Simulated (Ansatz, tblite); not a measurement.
**GaH2(OiPr) (C3H9GaO): one state, many levels**

How do method and basis change the picture of GaH2(OiPr) (C3H9GaO) (singlet)?

Method: as each input shows; program: Ansatz 0.2.0, Gaussian basis.

Levels to be run: GFN1-xTB, GFN2-xTB, PBE-D4/def2-TZVP, r2SCAN-D4/def2-TZVP, LDA/def2-TZVP, HSE06-D4/def2-TZVP, CAM-B3LYP-D4/def2-TZVP, PBE-D4/def2-SVP, PBE0-D4/def2-SVP, CCSD(T)/def2-SVP, MP2/def2-TZVP.

2 further runs of the same task are left out: 2 set aside as unsound or not needed. Runs told in other sessions of the task aren't counted.

### Step 1. The geometry

The geometry is that of the singlet, from an earlier relaxation (r2SCAN-D4/def2-SVP).

14 atoms, charge 0, spin multiplicity 1.

Bond lengths: C1–C2 1.525 Å, C1–C3 1.525 Å, C1–O5 1.418 Å, C1–H8 1.108 Å, C2–H9 1.104 Å, C2–H10 1.102 Å, C2–H11 1.101 Å, C3–H12 1.101 Å, C3–H13 1.104 Å, C3–H14 1.102 Å, Ga4–O5 1.787 Å, Ga4–H6 1.552 Å, Ga4–H7 1.561 Å. Angles: C2–C1–C3 112.2°, C2–C1–O5 111.2°, C2–C1–H8 108.1°, C3–C1–O5 111.2°, C3–C1–H8 108.1°, O5–C1–H8 105.7°, C1–C2–H9 110.6°, C1–C2–H10 111.4°, C1–C2–H11 110.3°, H9–C2–H10 107.8°, H9–C2–H11 108.5°, H10–C2–H11 108.2°, C1–C3–H12 110.3°, C1–C3–H13 110.6°, C1–C3–H14 111.4°, H12–C3–H13 108.5°, H12–C3–H14 108.2°, H13–C3–H14 107.8° and more.

PBE0-D4/def2-TZVP was run before; its log isn't repeated, and its numbers join the tables.

### Step 2. GFN1-xTB

Tight binding, by tblite at 300 K electronic temperature and without a spin-polarisation term:

```python
tblite.interface.Calculator('GFN1-xTB', numbers, positions, charge=0, uhf=0).singlepoint()
```

Energy -469.7020 eV, HOMO -11.71 eV, LUMO -4.81 eV; 0.008 s.

### Step 3. GFN2-xTB

Tight binding, by tblite at 300 K electronic temperature and without a spin-polarisation term:

```python
tblite.interface.Calculator('GFN2-xTB', numbers, positions, charge=0, uhf=0).singlepoint()
```

Energy -443.4127 eV, HOMO -11.11 eV, LUMO -6.27 eV; 0.004 s.

### Step 4. PBE-D4/def2-TZVP

start.molden holds the orbitals of an earlier run on this state, given as this run's starting guess.

Input file in.yaml:

```yaml
crystal:
  periodic: [false, false, false]
  atoms:
    - {symbol: C, position_ang: [0.381355, -0.532024, 0.462951]}
    - {symbol: C, position_ang: [-0.290241, -1.372791, -0.617264]}
    - {symbol: C, position_ang: [-0.631402, 0.131290, 1.389861]}
    - {symbol: Ga, position_ang: [0.845427, 1.782960, -1.190881]}
    - {symbol: O, position_ang: [1.259617, 0.425130, -0.105300]}
    - {symbol: H, position_ang: [2.109136, 2.592799, -1.585955]}
    - {symbol: H, position_ang: [-0.637883, 2.019838, -1.615733]}
    - {symbol: H, position_ang: [1.020758, -1.200816, 1.072773]}
    - {symbol: H, position_ang: [-0.963193, -0.749486, -1.231270]}
    - {symbol: H, position_ang: [-0.890409, -2.185955, -0.178286]}
    - {symbol: H, position_ang: [0.468061, -1.821652, -1.277396]}
    - {symbol: H, position_ang: [-0.113681, 0.742277, 2.145474]}
    - {symbol: H, position_ang: [-1.310781, 0.785858, 0.816871]}
    - {symbol: H, position_ang: [-1.246764, -0.617429, 1.914165]}
basis:
  gaussian: {orbitals: def2-TZVP, initial_orbitals: start.molden}
hamiltonian: {xc: pbe, dispersion: d4}
scf: {omitted_lower_state_checks: [starts]}
output: {forces: true, orbitals: {seedname: orbitals}}
```

Run with:

```sh
$ ansatz run in.yaml --threads 4 --pin off --events-out ev --progress --plain --max-ram 4787MiB
```

The runs that follow: r2SCAN-D4/def2-TZVP; LDA/def2-TZVP; HSE06-D4/def2-TZVP; CAM-B3LYP-D4/def2-TZVP; PBE-D4/def2-SVP; PBE0-D4/def2-SVP; CCSD(T)/def2-SVP; MP2/def2-TZVP.

Q: Predict the results of all the runs planned. Wanted: gap in def2-TZVP, named functionals, smallest and largest; correlation energy, CCSD(T)/def2-SVP; correlation energy, MP2/def2-TZVP; binding an atom, CCSD(T)/def2-SVP; PBE0 total energy, smallest basis above largest.

The runs gave:

| quantity | value |
| --- | --- |
| gap in def2-TZVP, named functionals, smallest and largest | 4.23 eV (LDA), 8.84 eV (CAM-B3LYP-D4) |
| correlation energy, CCSD(T)/def2-SVP | -24.77 eV |
| correlation energy, MP2/def2-TZVP | -26.56 eV |
| binding an atom, CCSD(T)/def2-SVP | 3.597 eV |
| PBE0 total energy, smallest basis above largest | 12.59 eV (def2-SVP, def2-TZVP) |

Over the named functionals in def2-TZVP the gap runs from 4.23 eV (LDA) to 8.84 eV (CAM-B3LYP-D4); exact exchange widens it. The functionals in def2-TZVP miss CCSD(T)/def2-SVP by +0.143 (PBE0-D4) to +0.661 eV (LDA) an atom. The yardstick is in a double-zeta basis, so levels in larger sets aren't compared like for like. The reference is CCSD(T) in one finite basis, so it carries an error of its own, often a tenth of an eV or more, and near misses can't be ranked.
